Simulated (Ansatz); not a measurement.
**HfB: a tetragonal deformation path**

One table from this session's results is given with a row withheld; the runs are named, their logs left out.

Method: DFT PBE, scalar-relativistic, plane waves, PAW, in Ansatz 0.2.0.

## Starting point

The structure is cubic, space group Fm-3m (No. 225). The conventional cell has a = 4.620 Å, b = 4.620 Å, c = 4.620 Å, α = 90.00°, β = 90.00°, γ = 90.00°. Hf (site symmetry m-3m) has 6 B at 2.31 Å in its first shell of neighbours. Around B (site symmetry m-3m) lie 6 Hf at 2.31 Å.

Structure file:

```cif
data_structure
_symmetry_space_group_name_H-M 'Fm-3m'
_symmetry_Int_Tables_number 225
_cell_length_a 4.6200
_cell_length_b 4.6200
_cell_length_c 4.6200
_cell_angle_alpha 90.000
_cell_angle_beta 90.000
_cell_angle_gamma 90.000
_cell_volume 98.61
loop_
_atom_site_label
_atom_site_type_symbol
_atom_site_symmetry_multiplicity
_atom_site_Wyckoff_symbol
_atom_site_fract_x
_atom_site_fract_y
_atom_site_fract_z
_atom_site_occupancy
Hf1 Hf 4 b 0.50000 0.00000 0.00000 1
B1 B 4 a 0.00000 0.00000 0.00000 1
```

The cell is taken as given, not relaxed at this level.

## Zero of energy

Reference values: F = -15877.8162 eV; pressure 29.79 GPa; largest force 0.000 eV/Å; gap on the mesh none (metal). It was computed beforehand with the settings of the runs below.

The first run:

At fixed volume and fractional coordinates, lengths along (0.000, 0.000, 1.000) are scaled against those across it; ρ is that ratio over its starting value.

Contents of input.yaml:

```yaml
crystal:
  lattice:
    - [0.0, 2.5930178633, 1.8332636293]
    - [2.5930178633, 0.0, 1.8332636293]
    - [2.5930178633, 2.5930178633, 0.0]
  atoms:
    - { symbol: Hf, position: [0.5, 0.5, 0.5] }
    - { symbol: B, position: [0.0, 0.0, 0.0] }
basis:
  ecutwfc: 420
kpoints:
  mp_grid: { grid: [20, 20, 20] }
hamiltonian:
  xc: pbe
scf:
  occupations: { method: gaussian, width: 0.15 }
output:
  forces: true
  stress: true
  eigenvalues: true
```

Run with:

```bash
ansatz run input.yaml --threads 1 --pin off --max-ram 2560MiB --backend cpu --events-out ev --progress --plain --runs-dir out
```

Among the steps run: Point ρ = 0.707; Point ρ = 1.414; Point ρ = 0.850; At ρ = 1.200; ρ = 0.780; At ρ = 1.300; ρ = 0.920; At ρ = 1.100; Point ρ = 0.650; Point ρ = 1.500; Point ρ = 0.960; Point ρ = 1.050.

One of the session's tables, all rows but one given; the rest of the session is left out.

Collected from the runs (energy zero: the undisturbed cell):

```
    ρ  ΔE (meV/atom)  pressure (GPa)
0.650         2577.2            79.2
0.707         1579.3            60.2
0.780              ?               ?
0.850          349.8            36.1
0.920           94.8            32.1
0.960           22.5            30.4
1.000            0.0            29.8
1.050           31.3            30.6
1.100          116.8            33.0
1.200          409.7            41.0
1.300          814.9            51.2
1.414         1350.0            64.4
1.500         1787.9            76.1
```

Estimate the missing values for ρ = 0.780.

Worked estimate for «ΔE (meV/atom)». A straight line through the neighbours (0.707, 1579.3) and (0.850, 349.8) gives 1579.3 + (349.8 − 1579.3) × (0.780 − 0.707) / (0.850 − 0.707) = 951.7; a parabola fitted to 4 rows on both sides gives 789.6.

As computed: ΔE (meV/atom): 783.1; pressure (GPa): 44.2. In «ΔE (meV/atom)» the line misses by +168.6 and the parabola by +6.5.
